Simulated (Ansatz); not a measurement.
AlSn:

```
Sn Al
1.0
     4.19811    0.00000    0.00000
    -2.09905    3.63567    0.00000
     0.00000    0.00000    3.30685
Sn Al
1 1
Direct
  0.33333 0.66667 0.50000
  0.00000 0.00000 0.00000
```

The cell comes from a database or a generator and needn't be the stable form of this composition.

- Program: Ansatz 0.2.0
- Task: relaxation of cell and atoms
- Functional: PBEsol0
- Potentials or basis: Ansatz PAW
- Cutoff: 420 eV (not typed: the program's choice for these potentials)
- k mesh: 4 × 4 × 4
- Occupations: fermi-dirac, width 0.05 eV
- Spin: no spin polarisation

At the start: volume 25.24 Å³/atom.

**Question.** Where does the relaxation end?

**Answer.** It ends after 5 steps and the volume is 23.65 Å³/atom (-6.3 %); space group P-6m2 (No. 187, to 0.05 Å).

Step by step:
```tsv
step	energy change (eV)	largest force (eV/Å)	volume (Å³)
1	0.0000	0.0000	50.47
2	-0.1815	0.0000	49.38
3	-0.2073	0.0000	47.59
4	-0.2076	0.0000	47.30
5	-0.2075	0.0000	47.30
```

Final structure:
```
Sn Al
1.0
     3.95847    0.00000    0.00000
    -1.97924    3.42814    0.00000
     0.00000    0.00000    3.48582
Sn Al
1 1
Direct
  0.33333 0.66667 0.50000
  0.00000 0.00000 0.00000
```

Caveat: the k mesh is coarse (spacing up to 0.48 Å⁻¹), so the values aren't converged, least of all with exact exchange; the plane-wave basis is chosen anew once the cell has moved, so the energies of steps on either side of that aren't comparable; the PAW data sets come from PBE, with cores solved anew for the run's functional, which leaves a small shift of forces and pressure.
